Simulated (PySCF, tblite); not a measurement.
**C₂H₁₀B₂OSi: geometry, infrared bands and NMR shifts**

Aim: predict the infrared bands and NMR shifts of C₂H₁₀B₂OSi (`B[SiH2]B(C)OC`).

The runs use tblite 0.8.0 and PySCF 2.14.0, with density-fitted response routines of our own; the level of theory stands in each step. All values are computed, except where a source is named. Atoms are numbered from 0 throughout.

### 1 Starting geometry

16 atoms, charge 0, multiplicity 1; geometry from: force field or distance geometry start.

Bonds of the start (Å): B0–Si1 1.95, Si1–B2 1.94, B2–C3 1.58, B2–O4 1.48, O4–C5 1.40, B0–H6 1.18, B0–H7 1.17, Si1–H8 1.46, Si1–H9 1.48, C3–H10 1.11, C3–H11 1.11, C3–H12 1.13, C5–H13 1.11, C5–H14 1.11, C5–H15 1.13.

### 2 Geometry optimisation with GFN2-xTB

Job settings and geometry (Å):

```
{"job": {"kind": "relax", "xc": "GFN2-xTB", "basis": "xTB"}, "charge": 0, "multiplicity": 1}
B      2.769000     0.537200    -0.415600
Si     1.153100     1.002000     0.567100
B     -0.261300    -0.234300     0.103000
C     -0.087800    -1.781900     0.339400
O     -1.492000     0.276200    -0.543200
C     -2.445000     0.580200     0.441700
H      3.243100     1.329200    -1.156300
H      3.249000    -0.526200    -0.288300
H      0.756400     2.367100     0.243900
H      1.420000     0.898100     2.023700
H      0.798800    -2.154400    -0.209600
H     -0.990400    -2.338300    -0.002500
H      0.048500    -1.975600     1.442400
H     -2.727300    -0.326100     1.021700
H     -3.360300     0.969000    -0.049200
H     -2.081300     1.386700     1.138100
```

The run is started by

```sh
> OMP_NUM_THREADS=1 python probes_run.py task.json out
```

This one command runs all jobs of the session in turn.

**Question.** This job is followed by: GFN2-xTB harmonic vibrations, gas phase; GIAO PBE0/pcSseg-1 NMR shielding, non-relativistic, gas phase. Predict these results of the whole session: strongest single infrared mode (GFN2-xTB); zero-point energy (GFN2-xTB); 13C shifts against TMS (PBE0/pcSseg-1); 1H shifts against TMS (PBE0/pcSseg-1, means over atoms taken as alike); 11B shifts against BF3·OEt2 (PBE0/pcSseg-1); 29Si shifts against TMS (PBE0/pcSseg-1); 17O shifts against H2O (PBE0/pcSseg-1).

As calculated:

```
                                                              quantity                        value
                             strongest single infrared mode (GFN2-xTB)        2102 cm⁻¹, 477 km/mol
                                          zero-point energy (GFN2-xTB)                73.6 kcal/mol
                                13C shifts against TMS (PBE0/pcSseg-1)               56.6, 10.6 ppm
1H shifts against TMS (PBE0/pcSseg-1, means over atoms taken as alike)  10.86, 3.97, 3.81, 0.70 ppm
                           11B shifts against BF3·OEt2 (PBE0/pcSseg-1)              117.0, 61.7 ppm
                               29Si shifts against TMS (PBE0/pcSseg-1)                    -94.6 ppm
                                17O shifts against H2O (PBE0/pcSseg-1)                    224.7 ppm
```

In words: Relaxing lowered the energy by 1.079 eV in 192 steps; the close pair that moved most is B2–O4, from 1.481 to 1.335 Å. All 42 modes are real, so the xTB geometry is a minimum. The strongest single mode, at 2102 cm⁻¹, moves mainly H9. Unscaled tight-binding wavenumbers are off by several per cent, some by more. Its intensities can rank the bands wrongly. C5 (methyl carbon bonded to O) lies farthest downfield among carbon, at 56.6 ppm; deshielded by the electronegative neighbour. At PBE0/pcSseg-1: Shielding is most anisotropic at O4 (span 462 ppm, paramagnetic term -285 ppm).
